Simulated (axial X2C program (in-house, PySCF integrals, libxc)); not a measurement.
# All-electron X2C curves of MnC, part 1 of 2

Aim: find the lowest determinant of MnC, scan the bond at several levels and fit the constants, once spin-free and once with spin–orbit coupling.

Computed with an in-house X2C program for linear molecules on PySCF integrals. Level: all-electron X2C, Mn dyall-cv3z, C dyall-v3z.

All values are calculated.

### 1 Input

task.json

```json
{"zs": [25, 6], "q": 0, "bas": ["dyall-cv3z", "dyall-v3z"], "levels": ["PBE0", "HF", "TPSS"], "cc": true, "r0": 1.72, "thr": -2.0, "nmax": 90, "npts": 10, "nst": 2, "ntry": 6}
```

Keys: zs atomic numbers; q charge; bas basis sets; levels methods (HF also brings MP2); cc coupled cluster on or off; r0 starting distance in Å; thr threshold in hartree for freezing inner shells (an s shell follows its p shell); nmax most natural virtual spinors; npts points asked for on the curve; nst determinants followed; ntry starts of the search.

The run is started by

```bash
$ python so2c.py task.json out
```

Spin-free means the one-electron spin-free X2C Hamiltonian; two-component (2c) means X2C with spin–orbit coupling and atomic mean-field two-electron Coulomb and Gaunt terms. Basis: Mn dyall-cv3z contracted to [9s10p6d3f2g], C dyall-v3z contracted to [7s6p2d1f]; Gaussian nuclei, density fitting. Masses: Mn 54.938 u, C 12.000 u.

Notation: σ, π±, δ± give the projection m of an orbital's angular momentum (0, ±1, ±2), α and β its spin, Λ and M_S the sums; ω is the projection of a spinor's total angular momentum and Ω the sum. Logs are in hartree.

The results follow Hamiltonian by Hamiltonian and level by level.

### 2 Search for the lowest determinant

Determinants are compared with PBE0 at 1.720 Å.

Spin-free determinants:

```csv
ΔE (eV),state,open shells
0.00,"M_S = 3/2, Λ = 0","beyond closed shells: σα, δ+α, δ-α"
1.92,"M_S = 3/2, Λ = 1","beyond closed shells: π+α, δ+α, δ-α"
1.98,"M_S = 5/2, Λ = 2","beyond closed shells: σα, 2 × π+α, π+β, π-α, δ+α, δ-α"
2.41,"M_S = 1/2, Λ = 1","beyond closed shells: π+β, δ+α, δ-α"
2.44,"M_S = 3/2, Λ = 1","beyond closed shells: π+α, π+β, π-α, δ+α, δ-α"
3.12,"M_S = 1/2, Λ = 0","beyond closed shells: σα, δ+α, δ-β"
3.12,"M_S = 1/2, Λ = 4","beyond closed shells: σα, δ+α, δ+β"
```

Two-component determinants:

```json
{"ΔE (eV)": "0.00", "state": "Ω = 3/2", "open shells": "excess of +ω over −ω: ω = 1/2, ω = -3/2, ω = 5/2"}
{"ΔE (eV)": "1.90", "state": "Ω = 1/2", "open shells": "excess of +ω over −ω: ω = -1/2, ω = -3/2, ω = 5/2"}
{"ΔE (eV)": "1.93", "state": "Ω = 5/2", "open shells": "excess of +ω over −ω: ω = 5/2"}
{"ΔE (eV)": "1.97", "state": "Ω = 7/2", "open shells": "excess of +ω over −ω: 2 × ω = 1/2, ω = 5/2"}
{"ΔE (eV)": "1.99", "state": "Ω = 9/2", "open shells": "excess of +ω over −ω: ω = 1/2, ω = 3/2, ω = 5/2"}
{"ΔE (eV)": "2.29", "state": "Ω = 5/2", "open shells": "excess of +ω over −ω: 3 × ω = 1/2, ω = -3/2, ω = 5/2"}
{"ΔE (eV)": "2.42", "state": "Ω = 1/2", "open shells": "excess of +ω over −ω: 2 × ω = 3/2, ω = -5/2"}
```

### 3 PBE0, spin-free

State followed: M_S = 3/2, Λ = 0 (beyond closed shells: σα, δ+α, δ-α). The scan is laid around 1.753 Å, a first estimate of the minimum, and this SCF restarts from the orbitals of the search.

The SCF at the reference distance of 1.753 Å:

```text
spin-free X2C-1e  PBE0
basis functions 150  fitting functions 854  grid points 5076
iter        total energy     max residual
   1      -1195.327345943     1.27e+00
   2      -1196.289698074     3.42e-02
   3      -1196.227437787     1.01e-01
   4      -1196.295894866     1.77e-02
   5      -1196.298478973     4.51e-03
   6      -1196.298680260     7.09e-04
   7      -1196.298693867     3.86e-04
   8      -1196.298700006     1.31e-04
   9      -1196.298700563     3.87e-05
  10      -1196.298700626     1.57e-05
  11      -1196.298700633     2.95e-06
  12      -1196.298700633     5.22e-07
converged
one-electron -1736.88565998  Coulomb 553.00362724  exact exchange -14.11567875  xc functional -43.58141221  nuclear repulsion 45.28042307
```

Along the bond, energies from the lowest point:

| R (Å) | E (eV) | μ (D) | HOMO (eV) | LUMO (eV) | iterations |
| --- | --- | --- | --- | --- | --- |
| 1.525 | 0.3383 | -2.55 | -5.51 | -2.28 | 16 |
| 1.595 | 0.1502 | -2.71 | -5.57 | -2.29 | 14 |
| 1.648 | 0.0641 | -2.78 | -5.62 | -2.29 | 13 |
| 1.700 | 0.0157 | -2.84 | -5.67 | -2.29 | 13 |
| 1.753 | 0.0000 | -2.89 | -5.72 | -2.28 | 12 |
| 1.814 | 0.0174 | -2.96 | -5.79 | -2.28 | 12 |
| 1.876 | 0.0674 | -3.05 | -5.86 | -2.29 | 12 |
| 1.955 | 0.1701 | -3.18 | -5.95 | -2.31 | 12 |
| 2.051 | 0.3395 | -3.39 | -6.08 | -2.35 | 11 |
| 2.191 | 0.6398 | -3.75 | -6.20 | -2.44 | 11 |

Dipoles are positive if C is the positive end.

Outer orbitals at the reference distance:

```tsv
symmetry	occupied	ε (eV)	atomic character
σβ	yes	-16.18	66% C s, 12% Mn p, 11% Mn d
σα	yes	-13.68	52% C s, 27% Mn d, 10% Mn s
δ-α	yes	-9.78	100% Mn d
δ+α	yes	-9.78	100% Mn d
π-α	yes	-9.65	94% Mn d, 5% C p
π+α	yes	-9.65	94% Mn d, 5% C p
σα	yes	-8.88	68% Mn d, 14% C s, 11% Mn s
σβ	yes	-7.21	72% C p, 16% Mn d, 6% C s
π+β	yes	-7.10	70% C p, 24% Mn d, 5% Mn p
π-β	yes	-7.10	70% C p, 24% Mn d, 5% Mn p
σα	yes	-5.72	48% Mn s, 24% C p, 22% Mn p
σβ	no	-2.28	63% Mn s, 23% Mn d, 6% C p
π-α	no	-2.08	56% Mn p, 42% C p, 2% Mn d
π+α	no	-2.08	56% Mn p, 42% C p, 2% Mn d
σα	no	-1.36	53% C p, 24% Mn p, 14% Mn s
```

PBE0 fields in the half plane through the axis: z from -2.4 to 3.9 Å across, distance from the axis 0.15 to 2.25 Å upwards; Mn lies at z = 0 and C at z = 1.753 Å; the ELF is damped to zero where the density is low.

log10 density (e/bohr³). Ten even steps from '0' (-4.62 ) to '9' (1.39 ):
```
0111222222222222111000
1122223333333222221110
1222333333333333322211
2223334444444444333221
2233444555555555443321
2333445666555555544322
2334456787666666554332
2334457898766786654332
```

ELF. Ten even steps from ' ' (0.00 ) to '@' (0.96 ):
```
    ..::--------::....                      
  ..--++++++====--::................        
..==**##**++==----::::::----====----..      
--**####**++--::::::::==++********++==::    
**%%%%##++--::::::..::++####%%%%%%##**==::  
##%%%%**==::::====--::++%%%%%%@@@@@@%%**--..
##%%##++--::==##%%##--==%%**==%%@@@@@@##==..
%%%%##++::::****##**++==%%  @@::@@@@@@%%++::
```

Re = 1.754 Å, ωe = 532 cm⁻¹, Be = 0.5561 cm⁻¹, De = 3.20 eV, μ = -2.89 D. ⟨S²⟩ = 5.35 against 3.75 for a pure state, so this determinant mixes spins.

### 4 HF, spin-free

The SCF at the reference distance of 1.753 Å:

```text
spin-free X2C-1e  HF
basis functions 150  fitting functions 854  grid points 5076
iter        total energy     max residual
   1      -1195.064324657     1.15e-01
   2      -1195.124734955     2.71e-02
   3      -1195.144733529     1.49e-02
   4      -1195.150575340     1.13e-02
   5      -1195.155936121     4.06e-03
   6      -1195.156610590     2.76e-03
   7      -1195.157074748     9.00e-04
   8      -1195.157095715     3.72e-04
   9      -1195.157101586     8.48e-05
  10      -1195.157101978     4.07e-05
  11      -1195.157102016     7.60e-06
  12      -1195.157102018     2.55e-06
  13      -1195.157102019     4.98e-07
converged
one-electron -1736.21716847  Coulomb 552.54872592  exact exchange -56.76908254  xc functional 0.00000000  nuclear repulsion 45.28042307
```

No constants are quoted: too few points lie around the minimum for a second fit to confirm the first.

### 5 TPSS, spin-free

Output at 1.753 Å:

```text
spin-free X2C-1e  TPSS
basis functions 150  fitting functions 854  grid points 5076
iter        total energy     max residual
   1      -1196.616943052     1.89e-02
   2      -1196.626164390     7.74e-03
   3      -1196.611170710     4.13e-02
   4      -1196.627673271     2.93e-03
   5      -1196.627508663     7.58e-03
   6      -1196.628002236     1.35e-03
   7      -1196.628031708     1.71e-04
   8      -1196.628032892     9.20e-05
   9      -1196.628033025     6.49e-05
  10      -1196.628033063     8.73e-06
  11      -1196.628033066     2.75e-06
  12      -1196.628033066     1.87e-06
converged
one-electron -1737.11430663  Coulomb 553.16400002  exact exchange 0.00000000  xc functional -57.95814952  nuclear repulsion 45.28042307
```

Re = 1.611 Å, ωe = 767 cm⁻¹, Be = 0.6599 cm⁻¹, De = 4.40 eV, μ = -2.86 D. ⟨S²⟩ = 4.19 against 3.75 for a pure state, so this determinant mixes spins.

### 6 Correlated methods, spin-free

Correlated methods: 11 electrons correlated (frozen shells, counted by type: Mn 3 s, 2 p; C 1 s), 235 virtual spinors in MP2, 89 natural virtuals in coupled cluster.

Output of the correlated part at 1.753 Å:

```text
correlated 11  virtual 235  natural virtual 89  E(MP2) -0.220739022  MP2 remainder -0.010673248
iter   CCSD correlation   residual
   1     -0.223764648   1.11e-01
   2     -0.232118789   6.65e-02
   3     -0.238391360   4.55e-02
   4     -0.242260977   2.83e-02
   5     -0.243713821   1.34e-02
   6     -0.243995275   6.48e-03
   7     -0.244110012   3.43e-03
   8     -0.244132059   1.73e-03
   9     -0.244143560   8.76e-04
  10     -0.244155992   3.94e-04
  11     -0.244155269   1.79e-04
  12     -0.244157400   7.89e-05
  13     -0.244157893   4.29e-05
  14     -0.244159566   2.40e-05
  15     -0.244160551   1.29e-05
  16     -0.244161245   7.19e-06
  17     -0.244161458   3.54e-06
  18     -0.244161587   2.11e-06
  19     -0.244161683   1.27e-06
  20     -0.244161720   7.12e-07
  21     -0.244161733   4.07e-07
(T) -0.010642751  T1 0.0749  D1 0.1372  max T2 0.055
```

T1 in the output is the amplitude norm over the root of the electron number; divide by √2 for the Lee–Taylor value.

MP2: No constants are quoted: the reference is strongly spin-contaminated.

CCSD: No constants are quoted: too few points lie around the minimum for a second fit to confirm the first.

CCSD(T): No constants are quoted: too few points lie around the minimum for a second fit to confirm the first.

### 7 A higher determinant, spin-free

State: M_S = 3/2, Λ = 1 (beyond closed shells: π+α, δ+α, δ-α).

Output at the reference distance:

```text
spin-free X2C-1e  PBE0
basis functions 150  fitting functions 854  grid points 5076
iter        total energy     max residual
   1      -1195.316069404     1.20e+00
   2      -1196.215065667     3.87e-02
   3      -1196.121262843     1.29e-01
   4      -1196.220936223     2.28e-02
   5      -1196.225409580     5.01e-03
   6      -1196.225639026     5.59e-04
   7      -1196.225647383     5.83e-04
   8      -1196.225654553     1.76e-04
   9      -1196.225656044     6.64e-05
  10      -1196.225656438     1.41e-05
  11      -1196.225656464     3.67e-06
  12      -1196.225656465     1.28e-06
converged
one-electron -1737.39432226  Coulomb 553.56490152  exact exchange -14.10377895  xc functional -43.57287984  nuclear repulsion 45.28042307
```

| R (Å) | E above the lowest PBE0 point (eV) |
| --- | --- |
| 1.525 | 1.979 |
| 1.595 | 1.857 |
| 1.648 | 1.847 |
| 1.700 | 1.894 |
| 1.753 | 1.988 |
| 1.814 | 2.145 |
| 1.876 | 2.343 |
| 1.955 | 2.641 |
| 2.051 | 3.048 |

Re = 1.629 Å, ωe = 774 cm⁻¹, Be = 0.6448 cm⁻¹, μ = -5.06 D. ⟨S²⟩ = 4.78 against 3.75 for a pure state, so this determinant mixes spins. Te = 1.84 eV.

### 8 The spin-free curves together

Energy (eV) of the followed determinant, spin-free, from each level's lowest point:

| R (Å) | PBE0 | HF | MP2 (spin-contaminated) | CCSD | CCSD(T) | TPSS |
| --- | --- | --- | --- | --- | --- | --- |
| 1.525 | 0.338 | 2.975 | 1.387 | n/a | n/a | 0.095 |
| 1.595 | 0.150 | 2.063 | 0.940 | 0.473 | 0.311 | 0.000 |
| 1.648 | 0.064 | 1.520 | 0.661 | 0.319 | 0.201 | 0.011 |
| 1.700 | 0.016 | 1.082 | 0.436 | 0.199 | 0.121 | 0.066 |
| 1.753 | 0.000 | 0.738 | 0.262 | 0.107 | 0.059 | 0.151 |
| 1.814 | 0.017 | 0.438 | 0.120 | 0.034 | 0.014 | 0.276 |
| 1.876 | 0.067 | 0.229 | 0.037 | 0.000 | 0.000 | 0.419 |
| 1.955 | 0.170 | 0.069 | 0.000 | 0.008 | 0.027 | 0.621 |
| 2.051 | 0.340 | 0.000 | 0.040 | n/a | n/a | 0.883 |
| 2.191 | 0.640 | 0.069 | 0.213 | n/a | n/a | 1.276 |

(Continued in part 2 of 2.)
